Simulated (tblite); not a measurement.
# C2H10GeO2Si2: the cost of one run

Programs: tblite 0.8.0 and PySCF 2.14.0, with density-fitted response routines of our own. Each step states its level of theory. These are calculated values for one molecule, in the gas phase or a continuum, unless marked as measured. Atoms count from 0, in the outputs and in this text.

### Step 1. The molecule as given

17 atoms, charge 0, multiplicity 1; geometry from: force field or distance geometry start.

Bonds of the start (Å): C0–C1 1.49, C1–O2 1.26, C1–O3 1.39, O3–Si4 1.76, Si4–Si5 2.24, Si5–Ge6 2.31, C0–H7 1.10, C0–H8 1.11, C0–H9 1.10, Si4–H10 1.47, Si4–H11 1.46, Si5–H12 1.48, Si5–H13 1.46, Ge6–H14 1.54, Ge6–H15 1.55, Ge6–H16 1.55.

### Step 2. Optimising the geometry with GFN2-xTB

The job: settings as JSON, then the geometry in Å.

```
{"job": {"kind": "relax", "xc": "GFN2-xTB", "basis": "xTB"}, "charge": 0, "multiplicity": 1}
C      2.906800    -0.122600    -0.862600
C      1.833200    -0.089200     0.176200
O      1.790000     0.873500     0.992500
O      0.894300    -1.116400     0.223500
Si    -0.435900    -1.159000     1.370400
Si    -1.785200     0.583400     0.980400
Ge    -2.287600     0.654600    -1.274800
H      3.088000    -1.159700    -1.185100
H      2.574900     0.479900    -1.732500
H      3.839500     0.300000    -0.454600
H     -1.200600    -2.401400     1.171300
H      0.075300    -1.103100     2.741100
H     -1.094100     1.827000     1.370400
H     -3.008900     0.441000     1.768600
H     -0.976100     0.787200    -2.079300
H     -3.204800     1.870700    -1.547800
H     -3.015700    -0.653600    -1.667400
```

On the command line:

```
OMP_NUM_THREADS=1 python probes_run.py task.json out
```

The driver reads the jobs from task.json and runs them one after another.

Q: Estimate the wall time and peak memory of this first job on 1 thread of Arm Neoverse V2, shared host.

About 1.8 s, with a peak of 0.18 GiB.
